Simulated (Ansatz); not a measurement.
**CdAu: properties at the relaxed cell**

The task here is to estimate one member of a computed series from the others.

Program: Ansatz 0.2.0. Level of theory: DFT r2SCAN, scalar-relativistic, plane waves, PAW. These are calculated values, not measurements.

1 further run of the same task is left out (set aside as unsound or not needed).

### The structure to begin with

The structure is cubic, space group Pm-3m (No. 221). The conventional cell has a = 3.352 Å, b = 3.352 Å, c = 3.352 Å, α = 90.00°, β = 90.00°, γ = 90.00°. Around Cd (site symmetry m-3m) lie 8 Au at 2.90 Å. Au (site symmetry m-3m) is surrounded by 8 Cd at 2.90 Å.

Coordinates:

```xyz
2
Lattice="3.3521 0.0000 0.0000 0.0000 3.3521 0.0000 0.0000 0.0000 3.3521" Properties=species:S:1:pos:R:3 pbc="T T T"
Cd    1.6761    1.6761    1.6761
Au    0.0000    0.0000    0.0000
```

It is the result of an earlier relaxation at this level (volume 18.83 Å³/atom; gap on the mesh: none (metal)).

Set-up of the first run:

input.yaml

```yaml
crystal:
  lattice:
    - [3.3521122972, 0.0, 0.0]
    - [0.0, 3.3521122972, 0.0]
    - [0.0, 0.0, 3.3521122972]
  atoms:
    - { symbol: Cd, position: [0.5, 0.5, 0.5] }
    - { symbol: Au, position: [0.0, 0.0, 0.0] }
basis:
  ecutwfc: 500
kpoints:
  mp_grid: { grid: [12, 12, 12] }
  band_path:
    path:
      - [[0.0, 0.0, 0.0], [0.0, 0.5, 0.0], [0.5, 0.5, 0.0], [0.0, 0.0, 0.0], [0.5, 0.5, 0.5], [0.0, 0.5, 0.0]]
      - [[0.5, 0.5, 0.5], [0.5, 0.5, 0.0]]
    npoints: 14
hamiltonian:
  xc: r2scan
scf:
  occupations: { method: gaussian, width: 0.1 }
  n_extra_bands: 6
output:
  forces: true
  stress: true
  eigenvalues: true
  populations: true
  dos: { projected: true, de: 0.02, nscf_kmesh: { grid: [18, 18, 18] } }
  bader: true
  write_density: true
  write_potential: true
  elf: true
  volumetric_format: npy
```

Command:

```bash
> ansatz run input.yaml --threads 1 --pin off --max-ram 2560MiB --backend cpu --events-out ev --progress --plain --runs-dir out
```

Steps of the session up to this table: Bands, states and charges; The cell as listed, for comparison; The cell scaled to 0.97 of its volume; The cell scaled to 1.03 of its volume; Volume × 0.94; The cell scaled to 1.06 of its volume; Volume × 0.91; Volume × 1.10; The cell scaled to 0.88 of its volume.

One table of the session follows, with a row left open; its other results are not shown here.

It belongs to the step «Fit of the equation of state». 

| volume (Å³/atom) | energy above the lowest point (meV/atom) | pressure (GPa) |
| --- | --- | --- |
| 16.573 | 118.0 | 19.36 |
| 17.138 | 61.4 | 12.97 |
| 17.703 | 25.2 | 7.75 |
| 18.268 | 5.8 | 3.48 |
| 18.833 | 0.0 | 0.01 |
| 19.398 | ? | ? |
| 19.963 | 19.2 | -5.13 |
| 20.717 | 49.3 | -7.56 |

Q: Estimate the row for volume (Å³/atom) = 19.398 from the others.

Worked estimate for «energy above the lowest point (meV/atom)». A straight line through the neighbours (18.833, 0.0) and (19.963, 19.2) gives 0.0 + (19.2 − 0.0) × (19.398 − 18.833) / (19.963 − 18.833) = 9.6; a parabola fitted to 4 rows on both sides gives 5.3.

As computed: energy above the lowest point (meV/atom): 5.1; pressure (GPa): -2.82. In «energy above the lowest point (meV/atom)» the line misses by +4.5 and the parabola by +0.2.
